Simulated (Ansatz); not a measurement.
I need a convergence test of the k-point mesh of W, space group Im-3m. Use Ansatz 0.2.0 through its Python package. Level of theory (first run): PBEsol, PAW, cutoff 327 eV, 3×3×3 k-points, Fermi-Dirac smearing of 0.15 eV. The script varies mesh: (3, 3, 3), (5, 5, 5), (6, 6, 6), (8, 8, 8), (10, 10, 10), (12, 12, 12).

The script reads `w.extxyz`:
```text
1
Lattice="-1.582345 1.582345 1.582345 1.582345 -1.582345 1.582345 1.582345 1.582345 -1.582345" Properties=species:S:1:pos:R:3 pbc="T T T"
W     0.00000000    0.00000000    0.00000000
```

`w.py`
```python
import logging
import sys
import warnings

import ansatz as az
from tabulate import tabulate

logging.basicConfig(stream=sys.stdout, format="%(levelname)s:%(name)s:%(message)s")
log = logging.getLogger("w")
log.setLevel(logging.INFO)

warnings.simplefilter("ignore", az.DeckWarning)

material = az.Crystal.from_extxyz("w.extxyz")

model = material.calculation()
model = model.functional("PBEsol")
model = model.basis(12 * az.Ha, xc_grid=1)
model = model.occupations(az.OccupationsMethod.FERMI_DIRAC, width=0.15).eigensolver("davidson")
model = model.scf(tolerance=1e-08)

rows = []
for value in [(3, 3, 3), (5, 5, 5), (6, 6, 6), (8, 8, 8), (10, 10, 10), (12, 12, 12)]:
    summary = model.kpoints(mesh=value).run().report
    rows.append((value, summary["free_energy_ev"] / len(summary["lattice"]["sites"]), summary["n_iterations"], summary["n_kpoints"]))

print(tabulate(rows, headers=["mesh", "F/atom (eV)", "iterations", "k-points"], floatfmt=".4f", tablefmt="plain"))

for row in rows[:-1]:
    shift = 1000 * (row[1] - rows[-1][1])
    log.info(f"{row[0]}: {shift:+.2f} meV/atom" + ("  (within 1 meV)" if abs(shift) < 1 else ""))
```

```console
$ python w.py
mesh            F/atom (eV)    iterations    k-points
(3, 3, 3)       -10256.2011             6           4
(5, 5, 5)       -10256.6130             6          10
(6, 6, 6)       -10256.6271             6          16
(8, 8, 8)       -10256.5639             6          29
(10, 10, 10)    -10256.5681             6          47
(12, 12, 12)    -10256.5737             6          72
INFO:w:(3, 3, 3): +372.55 meV/atom
INFO:w:(5, 5, 5): -39.37 meV/atom
INFO:w:(6, 6, 6): -53.48 meV/atom
INFO:w:(8, 8, 8): +9.75 meV/atom
INFO:w:(10, 10, 10): +5.53 meV/atom
```

Notes:
- The cutoff lies under the one recommended for these potentials.
- The smearing is wide enough that free energy and stress hold a thermal part of the electrons.
- Spin-orbit coupling, which matters for elements this heavy, is left out.
- Shifts are counted from the finest mesh, which is itself no proven limit.
- The script silences the warnings on its input, which a real study should read.
- Hardware and time: 2.2 s on 1 thread of Arm Neoverse V2, on a shared host, peak memory 0.31 GiB.

(Lines on the test bed's own set-up are left out of the output.)
